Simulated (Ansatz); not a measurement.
Geometry optimisation, Ansatz, DFT LDA, scalar-relativistic, plane waves, PAW.

The input (input.yaml):

```yaml
crystal:
  lattice:
    - [5.32, 0.0, 0.0]
    - [-3.99, 6.910883, 0.0]
    - [0.0, 0.0, 4.93696]
  atoms:
    - { symbol: Zn, position: [0.0, 0.0, 0.0] }
    - { symbol: Zn, position: [0.16666666, 0.22222221, 0.5] }
    - { symbol: Zn, position: [-1.0e-08, 0.33333332, 0.0] }
    - { symbol: Zn, position: [0.16666665, 0.55555553, 0.5] }
    - { symbol: Zn, position: [-2.0e-08, 0.66666664, 0.0] }
    - { symbol: Zn, position: [0.16666664, 0.88888885, 0.5] }
    - { symbol: Zn, position: [0.5, 0.0, 0.0] }
    - { symbol: Zn, position: [0.66666666, 0.22222221, 0.5] }
    - { symbol: Zn, position: [0.49999999, 0.33333332, 0.0] }
    - { symbol: Zn, position: [0.66666665, 0.55555553, 0.5] }
    - { symbol: Zn, position: [0.49999998, 0.66666664, 0.0] }
    - { symbol: Zn, position: [0.66666664, 0.88888885, 0.5] }
    - { symbol: H, position: [0.83038691, 0.43732228, -0.24763176] }
basis:
  ecutwfc: 420.0
kpoints:
  mp_grid: { grid: [4, 3, 3] }
hamiltonian:
  xc: lda
scf:
  occupations: { method: gaussian, width: 0.05 }
  lower_state_search: "off"
relax:
  f_tol: 0.03
  max_steps: 60
  adjacent_minimum: "off"
```

Run as:

```bash
$ ansatz run input.yaml --threads 4 --pin off --max-ram 10240MiB --backend cpu --events-out ev --progress --plain --runs-dir out
```

Task: Where does it end, and by what steps?

Result: The run converged. Limits of this set-up: coarse k mesh, odd electron count without spin, a small cell, in which the defect meets its images. After 13 steps the energy has fallen by 0.374 eV; H13 moved furthest, 1.47 Å. Joined: Zn2–H13 (3.28 → 1.83 Å).

| step | energy less start (eV) | largest force component (eV/Å) | accepted |
| --- | --- | --- | --- |
| 0 | 0.0000 | 0.433 | yes |
| 1 | -0.0969 | 0.198 | yes |
| 2 | -0.1535 | 0.051 | yes |
| 3 | -0.1606 | 0.043 | yes |
| 4 | -0.1794 | 0.120 | yes |
| 5 | -0.2002 | 0.095 | yes |
| 6 | -0.2271 | 0.163 | yes |
| 7 | -0.2718 | 0.127 | yes |
| 8 | -0.3065 | 0.074 | yes |
| 9 | -0.3273 | 0.055 | yes |
| 10 | -0.3534 | 0.086 | yes |
| 11 | -0.3441 | 0.327 | no |
| 12 | -0.3714 | 0.036 | yes |
| 13 | -0.3744 | 0.019 | yes |

```xyz
13
Lattice="5.3200 0.0000 0.0000 -3.9900 6.9109 0.0000 0.0000 0.0000 4.9370" Properties=species:S:1:pos:R:3
Zn -0.137 0.074 0.197
Zn 0.062 1.501 2.742
Zn -1.454 2.390 0.093
Zn -1.367 4.048 2.302
Zn -2.806 4.698 0.034
Zn -2.752 6.118 2.540
Zn 2.512 0.047 -0.058
Zn 2.504 1.429 2.219
Zn 1.178 2.413 0.127
Zn 1.274 3.854 2.613
Zn -0.117 4.709 0.037
Zn -0.037 6.195 2.645
H 3.814 2.404 -1.902
```

Whether the end is a true minimum wasn't checked by a vibrational analysis.

Run time: 44 s on 4 threads of Intel(R) Xeon(R) 6975P-C (Granite Rapids) (shared host), peak memory 0.76 GiB.
